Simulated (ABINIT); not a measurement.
Runs of ABINIT 10.8.3 (patched build) on AlCl2. The structure is tetragonal, space group P4mm (No. 99). The conventional cell has a = 4.627 Å, b = 4.627 Å, c = 3.772 Å, α = 90.00°, β = 90.00°, γ = 90.00°. Al (site symmetry 4mm) has 4 Cl at 2.39 Å as nearest neighbours. Around Cl (site symmetry 2mm) lie 2 Al at 2.39 Å. The cell was built by a generator and needn't be a form met in nature.

```tsv
task	level	potentials or basis	k mesh	cutoff (eV)	electron-positron correlation	fine-grid cutoff	bands in the sums	broadening (eV)	scissor shift (eV)	gap on the mesh (eV)	pressure (GPa)	largest force (eV/Å)
single point	PBEsol	PseudoDojo NC SR PBEsol v0.4.1 standard	4 × 4 × 5	789	-	-	-	-	-	none	(c)	0.20
single point	PBE+D3	PseudoDojo NC SR PBE v0.4.1 standard	4 × 4 × 5	599	-	-	-	-	-	none	(a)	0.15
positron lifetime	LDA	JTH PAW LDA v2.0	4 × 4 × 5	680	Boronski-Nieminen GGA	1278.94 eV	-	-	-	none	-2.7	(b)
optical spectrum	PBEsol	PseudoDojo NC SR PBEsol v0.4.1 standard	8 × 8 × 8, shifted	789	-	-	20	0.05	0	-	-1.4	0.25
```

Alike in all rows: no spin polarisation; cell as given; smearing fermi-dirac 0.05 eV.

Question: Fill in the values left out.

Answer: (a) -1.0; (b) 0.28; (c) -1.5.

Caveats: an odd number of electrons without spin polarisation forces a metal (some runs); a magnetic or distorted state may lie lower (some runs); this functional lacks dispersion, which binds the layers, so the pressure and a relaxed spacing across them are unreliable (some runs); the PAW basis is incomplete for the positron (some runs); the intraband (Drude) term is left out (some runs); spectra need much finer meshes, so this one isn't converged (some runs).

A k mesh can miss the band edges.

A gap of «none» marks a metal or a gap under the smearing width.

Not every run made on this cell is shown here.
